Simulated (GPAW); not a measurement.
Runs of GPAW 26.7.0 on In3As. Symmetry: Pm-3m, No. 221, cubic system. The conventional cell has a = 4.672 Å, b = 4.672 Å, c = 4.672 Å, α = 90.00°, β = 90.00°, γ = 90.00°. In (site symmetry 4/mmm) has 8 In at 3.30 Å and 4 As at 3.30 Å as nearest neighbours. Around As (site symmetry m-3m) lie 12 In at 3.30 Å. The cell comes from a database or a generator and needn't be the stable form of this composition.

```tsv
task	level	potentials or basis	spin	band path	band points	spin axis theta (degrees)	spin axis phi (degrees)	soc after scf	pressure (GPa)
single point	PBE	GPAW PAW data sets (gpaw-data 1.2.1), pw	off	-	-	-	-	-	(a)
band structure	LDA	the program's PAW data sets (release 1.2.1) made for this functional, pw	off	GXMGRX,MR	60	-	-	-	-4.1
band structure	PBEsol	PAW data sets generated in the run's folder for this functional, pw	SOC, no magnetisation	GXMGRX,MR	60	90	0	second variation	-2.7
band structure	PBEsol	PAW data sets generated in the run's folder for this functional, pw	off	GXMGRX,MR	60	-	-	-	-2.7
```

Alike in all rows: cell as given; k mesh 6 × 6 × 6; cutoff (eV) 600; smearing fermi-dirac 0.05 eV.

Fill in the values left out.

(a) 0.3.

Caveats: spin-orbit coupling was added after a scalar SCF, so levels and gaps hold it while energy, forces, pressure and moments don't (some runs).

Not every run made on this cell is shown here.
